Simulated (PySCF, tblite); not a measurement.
# C₅H₄NOP₃: geometry, infrared bands and NMR shifts

What infrared bands and NMR shifts should C₅H₄NOP₃ (`COc1pcpc(C#N)p1`) show?

The runs use tblite 0.8.0 and PySCF 2.14.0, with density-fitted response routines of our own; the level of theory stands in each step. All values are computed, except where a source is named. Atoms are numbered from 0 throughout.

### 1 The molecule as given

14 atoms, charge 0, multiplicity 1; geometry from: force field or distance geometry start.

Bonds of the start (Å): C0–O1 1.38, O1–C2 1.36, C2–P3 1.72, P3–C4 1.73, C4–P5 1.73, P5–C6 1.72, C6–C7 1.44, C7–N8 1.18, C6–P9 1.73, P9–C2 1.73, C0–H10 1.09, C0–H11 1.12, C0–H12 1.14, C4–H13 1.08.

### 2 Relaxing the molecule with GFN2-xTB

Job settings and geometry (Å):

```
{"job": {"kind": "relax", "xc": "GFN2-xTB", "basis": "xTB"}, "charge": 0, "multiplicity": 1}
C     -2.787500    -0.746200    -0.707100
O     -1.527600    -1.279300    -0.852300
C     -0.544300    -0.502800    -0.328200
P     -0.746400     1.035700     0.423800
C      0.513800     2.018000     1.089600
P      2.114300     1.392600     0.935700
C      2.437900    -0.124400     0.187900
C      3.755600    -0.686900     0.051700
N      4.839600    -1.139600    -0.064900
P      1.103800    -1.037300    -0.418700
H     -2.771100     0.345800    -0.711000
H     -3.504200    -1.128300    -1.471100
H     -3.169300    -1.116200     0.300800
H      0.284700     2.968300     1.541600
```

Started as:

```bash
$ OMP_NUM_THREADS=1 python probes_run.py task.json out
```

One launch serves the whole session: the jobs run in the order shown.

**Question.** This job is followed by: GFN2-xTB harmonic vibrations, gas phase; GIAO PBE0/pcSseg-1 NMR shielding, non-relativistic, gas phase. What will the session give for the following? strongest single infrared mode (GFN2-xTB); zero-point energy (GFN2-xTB); 13C shifts against TMS (PBE0/pcSseg-1); 1H shifts against TMS (PBE0/pcSseg-1, means over atoms taken as alike); 17O shifts against H2O (PBE0/pcSseg-1); 31P shifts against H3PO4 (PBE0/pcSseg-1); 15N shifts against NH3 (PBE0/pcSseg-1); surface potential, 1st and 99th percentile.

**Answer**, as computed:

| quantity | value |
| --- | --- |
| strongest single infrared mode (GFN2-xTB) | 2335 cm⁻¹, 271 km/mol |
| zero-point energy (GFN2-xTB) | 50.2 kcal/mol |
| 13C shifts against TMS (PBE0/pcSseg-1) | 242.0, 188.8, 177.9, 125.7, 61.3 ppm |
| 1H shifts against TMS (PBE0/pcSseg-1, means over atoms taken as alike) | 10.97, 4.42 ppm |
| 17O shifts against H2O (PBE0/pcSseg-1) | 202.2 ppm |
| 31P shifts against H3PO4 (PBE0/pcSseg-1) | 276.2, 267.9, 185.4 ppm |
| 15N shifts against NH3 (PBE0/pcSseg-1) | 349.0 ppm |
| surface potential, 1st and 99th percentile | -1.76 V and 1.38 V |

Relaxing lowered the energy by 2.338 eV in 63 steps; the close pair that moved most is C0–H12, from 1.140 to 1.097 Å. All 36 modes are real, so the xTB geometry is a minimum. The strongest single mode, at 2335 cm⁻¹, moves mainly C7 and N8. Unscaled tight-binding wavenumbers are off by several per cent, some by more. Its intensities can rank the bands wrongly. At PBE0/pcSseg-1: Shielding is most anisotropic at P5 (span 870 ppm, paramagnetic term -923 ppm). NICS(1)zz of -22 ppm above the planar ring from C2 marks a diatropic (aromatic) ring current. By nearest atom (PBE0/pcSseg-1), the HOMO sits on P5 22 %; O1 19 % and the LUMO on P3, P9 about 25 % each; C6 17 %.
